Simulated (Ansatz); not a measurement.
# ZrTi: the cost of one run

Computed with Ansatz 0.2.0 (DFT LDA, scalar-relativistic, plane waves, PAW, unless a step's input says otherwise).

17 further runs of the same task are left out: 17 set aside as unsound or not needed.

### Step 1. The structure to begin with

The structure is hexagonal, space group P-6m2 (No. 187). The conventional cell has a = 3.023 Å, b = 3.023 Å, c = 4.808 Å, α = 90.00°, β = 90.00°, γ = 120.00°. Zr (site symmetry -6m2) is surrounded by 6 Ti at 2.97 Å and 6 Zr at 3.02 Å. Ti (site symmetry -6m2) is surrounded by 6 Zr at 2.97 Å and 6 Ti at 3.02 Å.

Structure file:

```cif
data_structure
_symmetry_space_group_name_H-M 'P 1'
_symmetry_Int_Tables_number 1
_cell_length_a 3.0227
_cell_length_b 3.0227
_cell_length_c 4.8083
_cell_angle_alpha 90.000
_cell_angle_beta 90.000
_cell_angle_gamma 120.000
_cell_volume 38.04
loop_
_atom_site_label
_atom_site_type_symbol
_atom_site_fract_x
_atom_site_fract_y
_atom_site_fract_z
_atom_site_occupancy
Zr1 Zr 0.00000 0.00000 0.00000 1
Ti1 Ti 0.33333 0.66667 0.50000 1
```

It goes back to an entry of the Materials Project, which need not be the stable form.

It is the result of an earlier relaxation at this level (volume 19.02 Å³/atom; gap on the mesh: none (metal)).

### Step 2. Plan of the line

The energy is mapped over the lattice constants a and c of the conventional cell.

- lattice constant a (and b): 7 values from 2.872 to 3.174 Å
- lattice constant c: 7 values from 4.424 to 5.193 Å

Nothing else is relaxed (symmetry fixes all fractional coordinates). Energies count from the relaxed crystal. Points are written as (first, second).

### Step 3. The run at (3.023 Å, 4.424 Å)

input.yaml

```yaml
crystal:
  lattice:
    - [3.0226642034, 0.0, 0.0]
    - [-1.5113321017, 2.6177039873, 0.0]
    - [0.0, 0.0, 4.4236]
  atoms:
    - { symbol: Zr, position: [0.0, 0.0, 0.0] }
    - { symbol: Ti, position: [0.3333333333, 0.6666666667, 0.5] }
basis:
  ecutwfc: 520.0
kpoints:
  mp_grid: { grid: [18, 18, 10] }
hamiltonian:
  xc: lda
  pseudopotentials: { kind: paw }
scf:
  occupations: { method: gaussian, width: 0.15 }
output:
  forces: true
  stress: true
  eigenvalues: true
```

The run is started by

```console
$ ansatz run input.yaml --threads 1 --pin off --max-ram 2048MiB --backend cpu --events-out ev --progress --plain --runs-dir out
```

What time and memory should one allow on 1 thread of Arm Neoverse N1, shared host?

About 24 s, with a peak of 0.47 GiB.
